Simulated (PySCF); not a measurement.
# C4F3N3S: runs on many settings

Aim: see how C4F3N3S (`N#Cc1nsc(C(F)(F)F)n1`) answers to the choice of functional, basis, grid and SCF options, and what happens with inputs that are wrong on purpose.

Computed with PySCF 2.14.0, with density-fitted response routines of our own, on a single molecule, in the gas phase or a continuum. Atoms count from 0, in the outputs and in this text.

## Step 1: The molecule as given

11 atoms, charge 0, multiplicity 1; geometry from: GFN2-xTB.

Bonds of the start (Å): N0–C1 1.14, C1–C2 1.42, C2–N3 1.32, N3–S4 1.61, S4–C5 1.75, C5–C6 1.49, C6–F7 1.33, C6–F8 1.34, C6–F9 1.34, C5–N10 1.29, N10–C2 1.35.

## Step 2: NMR shieldings: PBE0/pcSseg-1 in chloroform

What the job is given:

```
{"job": {"kind": "nmr", "xc": "PBE0", "basis": "pcSseg-1", "solvent": "chloroform", "pop": false, "scf": {"guess": "sap"}}, "charge": 0, "multiplicity": 1}
N     -3.763124     1.326810     0.113543
C     -2.786575     0.733772     0.073289
C     -1.572299     0.006779     0.019141
N     -1.556666    -1.307455    -0.066497
S     -0.050476    -1.862512    -0.115403
C      0.567178    -0.233554    -0.012667
C      2.022939     0.101143    -0.017068
F      2.336950     1.022147     0.892210
F      2.424697     0.560871    -1.208580
F      2.764144    -0.986079     0.246041
N     -0.381345     0.640750     0.050028
```

With the program's defaults for keys left out, this is: GIAO PBE0/pcSseg-1 NMR shielding, non-relativistic, IEF-PCM chloroform.

The run is started by

```
$ OMP_NUM_THREADS=1 python probes_run.py task.json out
```

This one command runs all jobs of the session in turn.

Output:

```text
final grid: 124368 points
cycle   1  E = -1000.3865520993  dE =  9.884e+00  |g| = 6.295e+00  |ddm| = 1.737e+01
cycle   2  E = -946.4316816950  dE =  5.395e+01  |g| = 1.617e+01  |ddm| = 2.179e+01
cycle   3  E = -1001.0713376891  dE = -5.464e+01  |g| = 5.974e+00  |ddm| = 1.250e+01
cycle   4  E = -1011.3340671502  dE = -1.026e+01  |g| = 3.128e+00  |ddm| = 9.103e+00
cycle   5  E = -1013.1347851570  dE = -1.801e+00  |g| = 1.455e+00  |ddm| = 3.384e+00
cycle   6  E = -1013.4452659281  dE = -3.105e-01  |g| = 6.092e-01  |ddm| = 1.407e+00
cycle   7  E = -1013.4976795276  dE = -5.241e-02  |g| = 3.050e-01  |ddm| = 6.593e-01
cycle   8  E = -1013.5154849894  dE = -1.781e-02  |g| = 1.258e-01  |ddm| = 3.005e-01
cycle   9  E = -1013.5182118531  dE = -2.727e-03  |g| = 3.310e-02  |ddm| = 1.040e-01
cycle  10  E = -1013.5183580636  dE = -1.462e-04  |g| = 2.069e-02  |ddm| = 3.984e-02
cycle  11  E = -1013.5184486284  dE = -9.056e-05  |g| = 4.008e-03  |ddm| = 1.759e-02
cycle  12  E = -1013.5184516192  dE = -2.991e-06  |g| = 1.197e-03  |ddm| = 3.624e-03
cycle  13  E = -1013.5184518920  dE = -2.728e-07  |g| = 3.094e-04  |ddm| = 1.083e-03
cycle  14  E = -1013.5184519107  dE = -1.873e-08  |g| = 1.516e-04  |ddm| = 3.161e-04
cycle  15  E = -1013.5184519153  dE = -4.580e-09  |g| = 3.451e-05  |ddm| = 1.171e-04
cycle  16  E = -1013.5184519156  dE = -2.849e-10  |g| = 1.730e-05  |ddm| = 3.801e-05
converged SCF energy = -1013.5184519156

GIAO shielding tensors (ppm)
atom      isotropic    diamagn.    paramagn.     s11        s22        s33       span
  0 N      -38.440     339.948    -378.388   -205.014   -179.866    269.561    474.575
  1 C       68.125     256.491    -188.366    -46.549    -36.975    287.898    334.447
  2 C       37.025     253.155    -216.130    -33.743     65.231     79.586    113.328
  3 N      -83.777     329.806    -413.583   -329.063   -140.114    217.846    546.909
  4 S       36.561    1055.822   -1019.261   -153.103     36.192    226.595    379.698
  5 C       -2.440     265.644    -268.084    -89.217     -2.585     84.481    173.697
  6 C       58.487     237.540    -179.053     44.746     58.663     72.053     27.307
  7 F      248.662     471.698    -223.037    180.139    235.597    330.249    150.109
  8 F      236.475     471.361    -234.886    158.219    228.344    322.863    164.644
  9 F      250.812     470.726    -219.914    178.827    219.675    353.934    175.108
 10 N      -82.926     329.548    -412.474   -355.420   -113.699    220.342    575.762
```

Wall time 31 s (1 thread of Arm Neoverse V1, shared host); peak memory 0.91 GiB.

Shifts follow as δ = σ(reference) − σ, with reference shieldings (ppm) from runs at the same level and on the same kind of geometry: ¹³C TMS 187.6, ¹⁹F CFCl3 173.7, ¹⁵N NH3 269.8. The references are single molecules in the same continuum, so shifts against H2O, NH3, PH3, H3PO4 or CFCl3 are not on the usual liquid scales and can be off by tens of ppm. Atoms listed in one row are averaged.

| atoms | environment | σ (ppm) | δ (ppm) |
| --- | --- | --- | --- |
| C5 | substituted aromatic carbon next to a ring nitrogen | -2.4 | 190.0 |
| C2 | substituted aromatic carbon next to a ring nitrogen | 37.0 | 150.6 |
| C6 | CF3 carbon | 58.5 | 129.1 |
| C1 | nitrile carbon | 68.1 | 119.5 |
| N3 | pyridine-type nitrogen of an azole | -83.8 | 353.6 |
| N10 | pyridine-type nitrogen of an azole | -82.9 | 352.8 |
| N0 | nitrile nitrogen | -38.4 | 308.3 |
| S4 | aromatic ring sulfur | 37 | – |
| F7, F8, F9 | fluorine of a CF3 group | 245.3 | -71.7 |

Ring of atoms C2, N3, S4, C5, N10: NICS(0) -15.1, NICS(1) -13.4, NICS(1)zz -31.9 ppm (means of both faces).

## Step 3: Ultraviolet spectrum: LC-wPBE/IGLO-II

Same as in step 2 but for these lines:

```diff
@@ -1,2 +1,2 @@
-{"job": {"kind": "nmr", "xc": "PBE0", "basis": "pcSseg-1", "solvent": "chloroform", "pop": false, "scf": {"guess": "sap"}}, "charge": 0, "multiplicity": 1}
+{"job": {"kind": "uv", "xc": "LC-wPBE", "basis": "IGLO-II", "nstates": 1, "ntriplets": 2, "tda": false, "scf": {"guess": "1e", "max_cycle": 99}, "grid": 0}, "charge": 0, "multiplicity": 1}
 N     -3.763124     1.326810     0.113543
```

With the program's defaults for keys left out, this is: TDDFT LC-wPBE/IGLO-II, vertical, gas phase, core orbitals frozen in the response.

Output:

```text
final grid: 12416 points
cycle   1  E = -147.5511401876  dE =  6.017e+02  |g| = 3.926e+01  |ddm| = 2.562e+02
cycle   2  E = -599.8958199979  dE = -4.523e+02  |g| = 4.009e+01  |ddm| = 2.563e+02
cycle   3  E = -955.3305341014  dE = -3.554e+02  |g| = 1.308e+01  |ddm| = 1.907e+01
cycle   4  E = -858.6861643619  dE =  9.664e+01  |g| = 1.726e+01  |ddm| = 7.573e+01
cycle   5  E = -955.1195251254  dE = -9.643e+01  |g| = 1.205e+01  |ddm| = 8.064e+01
cycle   6  E = -901.1952040757  dE =  5.392e+01  |g| = 1.386e+01  |ddm| = 5.486e+01
cycle   7  E = -1010.8946718503  dE = -1.097e+02  |g| = 3.878e+00  |ddm| = 4.484e+01
cycle   8  E = -1002.9675041379  dE =  7.927e+00  |g| = 4.642e+00  |ddm| = 4.825e+00
cycle   9  E = -1013.6157588117  dE = -1.065e+01  |g| = 1.119e+00  |ddm| = 4.876e+00
cycle  10  E = -1013.8971334141  dE = -2.814e-01  |g| = 5.432e-01  |ddm| = 9.740e-01
cycle  11  E = -1013.9380781004  dE = -4.094e-02  |g| = 3.747e-01  |ddm| = 4.151e-01
cycle  12  E = -1013.9643980946  dE = -2.632e-02  |g| = 1.488e-01  |ddm| = 2.118e-01
cycle  13  E = -1013.9709540956  dE = -6.556e-03  |g| = 6.573e-02  |ddm| = 1.655e-01
cycle  14  E = -1013.9719759836  dE = -1.022e-03  |g| = 2.190e-02  |ddm| = 6.222e-02
cycle  15  E = -1013.9720589467  dE = -8.296e-05  |g| = 5.908e-03  |ddm| = 1.454e-02
cycle  16  E = -1013.9720676416  dE = -8.695e-06  |g| = 2.847e-03  |ddm| = 6.855e-03
cycle  17  E = -1013.9720696668  dE = -2.025e-06  |g| = 8.566e-04  |ddm| = 2.480e-03
cycle  18  E = -1013.9720700166  dE = -3.498e-07  |g| = 4.445e-04  |ddm| = 1.188e-03
cycle  19  E = -1013.9720700739  dE = -5.732e-08  |g| = 1.359e-04  |ddm| = 5.433e-04
cycle  20  E = -1013.9720700803  dE = -6.454e-09  |g| = 7.126e-05  |ddm| = 1.997e-04
cycle  21  E = -1013.9720700821  dE = -1.724e-09  |g| = 3.170e-05  |ddm| = 8.840e-05
cycle  22  E = -1013.9720700825  dE = -3.943e-10  |g| = 1.481e-05  |ddm| = 4.726e-05
converged SCF energy = -1013.9720700825

Static polarisability (au): isotropic 70.536, principal 40.475 68.557 102.576

Singlet excitations
state   eV       nm        f      main configurations
  1   5.2593    235.7   0.00269   H-1->L 0.92

Triplet excitations (Tamm-Dancoff, eV): 3.6796 4.6958
```

Run time: 58 s. Hardware: 1 thread of Arm Neoverse V1, shared host; peak memory 1.1 GiB.

A normal end doesn't make this result sound: grid level 0 is too coarse. Its HOMO lies at -11.65 eV, against -8.92 eV in step 2 (PBE0/pcSseg-1), a different level, so the two don't compare directly.

## Step 4: NMR shieldings: PBE0/6-311G**

Same as in step 3 but for these lines:

```diff
@@ -1,2 +1,2 @@
-{"job": {"kind": "uv", "xc": "LC-wPBE", "basis": "IGLO-II", "nstates": 1, "ntriplets": 2, "tda": false, "scf": {"guess": "1e", "max_cycle": 99}, "grid": 0}, "charge": 0, "multiplicity": 1}
+{"job": {"kind": "nmr", "xc": "PBE0", "basis": "6-311G**", "pop": false, "scf": {"guess": "sap"}}, "charge": 0, "multiplicity": 1}
 N     -3.763124     1.326810     0.113543
```

With the program's defaults for keys left out, this is: GIAO PBE0/6-311G** NMR shielding, non-relativistic, gas phase.

Output:

```text
final grid: 124368 points
cycle   1  E = -991.6387197143  dE =  1.864e+01  |g| = 7.270e+00  |ddm| = 1.847e+01
cycle   2  E = -849.1935217267  dE =  1.424e+02  |g| = 2.479e+01  |ddm| = 2.975e+01
cycle   3  E = -974.7078453999  dE = -1.255e+02  |g| = 1.136e+01  |ddm| = 2.257e+01
cycle   4  E = -987.5765756365  dE = -1.287e+01  |g| = 7.492e+00  |ddm| = 1.353e+01
cycle   5  E = -982.0148393433  dE =  5.562e+00  |g| = 8.849e+00  |ddm| = 2.410e+01
cycle   6  E = -1013.2464299544  dE = -3.123e+01  |g| = 1.562e+00  |ddm| = 2.014e+01
cycle   7  E = -1012.7941248917  dE =  4.523e-01  |g| = 2.175e+00  |ddm| = 2.919e+00
cycle   8  E = -1013.7127986971  dE = -9.187e-01  |g| = 3.843e-01  |ddm| = 1.677e+00
cycle   9  E = -1013.7339157402  dE = -2.112e-02  |g| = 2.669e-01  |ddm| = 4.821e-01
cycle  10  E = -1013.7465222332  dE = -1.261e-02  |g| = 1.168e-01  |ddm| = 2.495e-01
cycle  11  E = -1013.7490232505  dE = -2.501e-03  |g| = 4.192e-02  |ddm| = 1.206e-01
cycle  12  E = -1013.7493865359  dE = -3.633e-04  |g| = 6.253e-03  |ddm| = 3.251e-02
cycle  13  E = -1013.7493925336  dE = -5.998e-06  |g| = 2.565e-03  |ddm| = 5.339e-03
cycle  14  E = -1013.7493937233  dE = -1.190e-06  |g| = 6.239e-04  |ddm| = 2.113e-03
cycle  15  E = -1013.7493937922  dE = -6.896e-08  |g| = 2.207e-04  |ddm| = 6.644e-04
cycle  16  E = -1013.7493938012  dE = -8.943e-09  |g| = 1.128e-04  |ddm| = 2.421e-04
cycle  17  E = -1013.7493938038  dE = -2.671e-09  |g| = 3.399e-05  |ddm| = 1.079e-04
cycle  18  E = -1013.7493938040  dE = -1.930e-10  |g| = 1.793e-05  |ddm| = 3.953e-05
converged SCF energy = -1013.7493938040

GIAO shielding tensors (ppm)
atom      isotropic    diamagn.    paramagn.     s11        s22        s33       span
  0 N      -47.523     342.964    -390.487   -213.378   -196.737    267.547    480.925
  1 C       75.070     252.923    -177.853    -35.550    -27.850    288.609    324.160
  2 C       40.798     257.042    -216.244    -28.226     67.969     82.651    110.876
  3 N      -73.663     325.285    -398.948   -321.580   -120.375    220.966    542.546
  4 S       62.753    1055.401    -992.648   -121.587     78.746    231.101    352.688
  5 C        4.349     268.137    -263.787    -77.008      2.622     87.434    164.443
  6 C       64.529     245.036    -180.508     50.647     65.116     77.823     27.176
  7 F      249.370     468.470    -219.100    182.097    238.774    327.238    145.141
  8 F      237.444     467.993    -230.549    161.720    229.043    321.569    159.849
  9 F      256.951     467.932    -210.981    181.840    226.142    362.871    181.031
 10 N      -81.180     325.070    -406.251   -362.378   -105.959    224.796    587.175
```

Wall time 36 s (1 thread of Arm Neoverse V1, shared host); peak memory 0.97 GiB.

Key values: δ C5 186.0, C2 149.6, C6 125.9, C1 115.3 ppm.

## Step 5: Ultraviolet spectrum: HCTH407/6-31G*

Same as in step 4 but for these lines:

```diff
@@ -1,2 +1,2 @@
-{"job": {"kind": "nmr", "xc": "PBE0", "basis": "6-311G**", "pop": false, "scf": {"guess": "sap"}}, "charge": 0, "multiplicity": 1}
+{"job": {"kind": "uv", "xc": "HCTH407", "basis": "6-31G*", "nstates": 25, "ntriplets": 2, "tda": true, "scf": {"level_shift": 2.0, "max_cycle": 64}}, "charge": 0, "multiplicity": 1}
 N     -3.763124     1.326810     0.113543
```

Level: TDA HCTH407/6-31G*, vertical, gas phase, core orbitals frozen in the response.

Output:

```text
final grid: 124368 points
cycle   1  E = -1013.0273891982  dE =  3.184e+00  |g| = 2.144e+00  |ddm| = 3.945e+00
cycle   2  E = -1014.0146578571  dE = -9.873e-01  |g| = 6.843e-01  |ddm| = 1.203e+00
cycle   3  E = -1014.1241114418  dE = -1.095e-01  |g| = 4.195e-01  |ddm| = 5.610e-01
cycle   4  E = -1014.1640321244  dE = -3.992e-02  |g| = 3.046e-01  |ddm| = 3.574e-01
cycle   5  E = -1014.1848247930  dE = -2.079e-02  |g| = 2.316e-01  |ddm| = 2.475e-01
cycle   6  E = -1014.1960436180  dE = -1.122e-02  |g| = 1.837e-01  |ddm| = 1.738e-01
cycle   7  E = -1014.2029553142  dE = -6.912e-03  |g| = 1.461e-01  |ddm| = 1.246e-01
cycle   8  E = -1014.2070114111  dE = -4.056e-03  |g| = 1.216e-01  |ddm| = 9.363e-02
cycle   9  E = -1014.2096531805  dE = -2.642e-03  |g| = 1.033e-01  |ddm| = 6.963e-02
cycle  10  E = -1014.2114497414  dE = -1.797e-03  |g| = 8.904e-02  |ddm| = 5.339e-02
[... 44 cycles left out ...]
cycle  55  E = -1014.2167117934  dE = -2.345e-07  |g| = 1.553e-03  |ddm| = 2.949e-04
cycle  56  E = -1014.2167119972  dE = -2.038e-07  |g| = 1.436e-03  |ddm| = 2.748e-04
cycle  57  E = -1014.2167121695  dE = -1.723e-07  |g| = 1.330e-03  |ddm| = 2.512e-04
cycle  58  E = -1014.2167123177  dE = -1.482e-07  |g| = 1.231e-03  |ddm| = 2.315e-04
cycle  59  E = -1014.2167124454  dE = -1.277e-07  |g| = 1.141e-03  |ddm| = 2.151e-04
cycle  60  E = -1014.2167125546  dE = -1.092e-07  |g| = 1.054e-03  |ddm| = 1.979e-04
cycle  61  E = -1014.2167126488  dE = -9.423e-08  |g| = 9.687e-04  |ddm| = 1.836e-04
cycle  62  E = -1014.2167127283  dE = -7.941e-08  |g| = 8.955e-04  |ddm| = 1.702e-04
cycle  63  E = -1014.2167127956  dE = -6.735e-08  |g| = 8.295e-04  |ddm| = 1.557e-04
cycle  64  E = -1014.2167128529  dE = -5.729e-08  |g| = 7.686e-04  |ddm| = 1.434e-04
SCF not converged, last energy = -1014.2167128529
```

Wall time 1.7 min (1 thread of Arm Neoverse V1, shared host); peak memory 0.7 GiB.

**What went wrong.** The energy still falls at cycle 64 (gradient 7.7e-04): so large a level shift slows each step until the cap is reached. Cure: lower it to 0.1 to 0.3, or drop it. Numbers printed on the way are no properties of the molecule.

## Step 6: Nuclear shieldings: PBE0/ANO-RCC-VDZP

Same as in step 5 but for these lines:

```diff
@@ -1,2 +1,2 @@
-{"job": {"kind": "uv", "xc": "HCTH407", "basis": "6-31G*", "nstates": 25, "ntriplets": 2, "tda": true, "scf": {"level_shift": 2.0, "max_cycle": 64}}, "charge": 0, "multiplicity": 1}
+{"job": {"kind": "nmr", "xc": "PBE0", "basis": "ANO-RCC-VDZP", "pop": false, "grid": 4}, "charge": 0, "multiplicity": 1}
 N     -3.763124     1.326810     0.113543
```

Level: GIAO PBE0/ANO-RCC-VDZP NMR shielding, non-relativistic, gas phase.

Output:

```text
coarse grid: 12416 points
cycle   1  E = -1013.3097558567  dE =  2.523e+00  |g| = 1.003e+00  |ddm| = 5.438e+00
cycle   2  E = -1012.8975299299  dE =  4.122e-01  |g| = 1.788e+00  |ddm| = 2.133e+00
cycle   3  E = -1013.5007882260  dE = -6.033e-01  |g| = 2.366e-01  |ddm| = 1.442e+00
cycle   4  E = -1013.5104911320  dE = -9.703e-03  |g| = 1.055e-01  |ddm| = 2.665e-01
cycle   5  E = -1013.5124264759  dE = -1.935e-03  |g| = 4.471e-02  |ddm| = 1.081e-01
cycle   6  E = -1013.5128723002  dE = -4.458e-04  |g| = 1.031e-02  |ddm| = 4.913e-02
cycle   7  E = -1013.5128947348  dE = -2.243e-05  |g| = 2.789e-03  |ddm| = 1.127e-02
cycle   8  E = -1013.5128960159  dE = -1.281e-06  |g| = 1.339e-03  |ddm| = 3.512e-03
final grid: 313264 points
cycle   9  E = -1013.5172744352  dE = -2.924e-05  |g| = 8.220e-03  |ddm| = 3.037e-02
cycle  10  E = -1013.5172417998  dE =  3.264e-05  |g| = 1.398e-02  |ddm| = 2.335e-02
cycle  11  E = -1013.5172904339  dE = -4.863e-05  |g| = 2.091e-03  |ddm| = 1.568e-02
cycle  12  E = -1013.5172913481  dE = -9.142e-07  |g| = 6.539e-04  |ddm| = 2.236e-03
cycle  13  E = -1013.5172914312  dE = -8.312e-08  |g| = 2.284e-04  |ddm| = 6.409e-04
cycle  14  E = -1013.5172914414  dE = -1.018e-08  |g| = 7.683e-05  |ddm| = 2.396e-04
cycle  15  E = -1013.5172914426  dE = -1.198e-09  |g| = 1.994e-05  |ddm| = 8.061e-05
cycle  16  E = -1013.5172914427  dE = -9.413e-11  |g| = 4.257e-06  |ddm| = 2.365e-05
converged SCF energy = -1013.5172914427

GIAO shielding tensors (ppm)
atom      isotropic    diamagn.    paramagn.     s11        s22        s33       span
  0 N      -32.138     332.865    -365.003   -189.470   -174.766    267.823    457.293
  1 C       80.020     260.188    -180.168    -29.320    -19.580    288.960    318.281
  2 C       42.669     257.556    -214.886    -27.244     67.326     87.925    115.170
  3 N      -66.986     321.779    -388.765   -296.497   -122.009    217.548    514.045
  4 S      132.536    1072.065    -939.529    -49.582    165.825    281.367    330.949
  5 C        2.609     257.516    -254.907    -85.823      5.214     88.436    174.259
  6 C       59.221     243.799    -184.579     43.557     59.525     74.579     31.022
  7 F      258.188     469.154    -210.966    194.319    245.700    334.546    140.227
  8 F      245.747     469.017    -223.270    169.988    239.623    327.631    157.643
  9 F      259.695     468.108    -208.413    193.146    237.021    348.918    155.772
 10 N      -78.073     326.379    -404.452   -354.086   -104.794    224.660    578.746
```

Wall time 65 s (1 thread of Arm Neoverse V1, shared host); peak memory 0.92 GiB.

Key values: δ C5 187.8, C2 147.7, C6 131.2, C1 110.4 ppm.

## Step 7: Side by side: NMR shifts

Shifts (ppm) of some atoms, chosen among heavy atoms and hydrogens apart, means over like atoms, with basis size and wall time:

| run | C6 | C1 | N3 | N0 | F7 | functions | time |
| --- | --- | --- | --- | --- | --- | --- | --- |
| PBE0/pcSseg-1 in chloroform | 129.1 | 119.5 | 353.6 | 308.3 | -71.7 | 194 | 31 s |
| PBE0/6-311G** | 125.9 | 115.3 | 348.2 | 322.1 | -81.4 | 206 | 36 s |
| PBE0/ANO-RCC-VDZP | 131.2 | 110.4 | 341.2 | 306.3 | -75.5 | 158 | 65 s |

## Step 8: Results

| quantity | value |
| --- | --- |
| ¹³C shifts against TMS (PBE0/pcSseg-1, chloroform) | 190.0, 150.6, 129.1, 119.5 ppm |
| ¹⁵N shifts against NH3 (PBE0/pcSseg-1, chloroform) | 353.6, 352.8, 308.3 ppm |
| ¹⁹F shifts against CFCl3 (PBE0/pcSseg-1, chloroform, means over atoms taken as alike) | -71.7 ppm |
| shieldings of S (PBE0/pcSseg-1, chloroform) | S4 36.6 ppm |
| range of the shift of N0 | 306.3 to 322.1 ppm |
| property runs in this session | 5, of which 1 failed and 1 gave unsound results |

Single values in the summary come from the first sound run of each kind (PBE0/pcSseg-1), which need not be the best level. At PBE0/pcSseg-1: Shielding is most anisotropic at N10 (span 576 ppm, paramagnetic term -412 ppm). NICS(1)zz of -32 ppm above the planar ring from C2 marks a diatropic (aromatic) ring current. Among the atoms with a shift in every run: In ppm, N0 moves most: its shift spreads over 15.8 ppm, from 306.3 (PBE0/ANO-RCC-VDZP) to 322.1 (PBE0/6-311G**). Each shift counts from a reference computed in the same medium, and that reference moves with the solvent too, so shifts and shieldings show the solvent's effect differently.
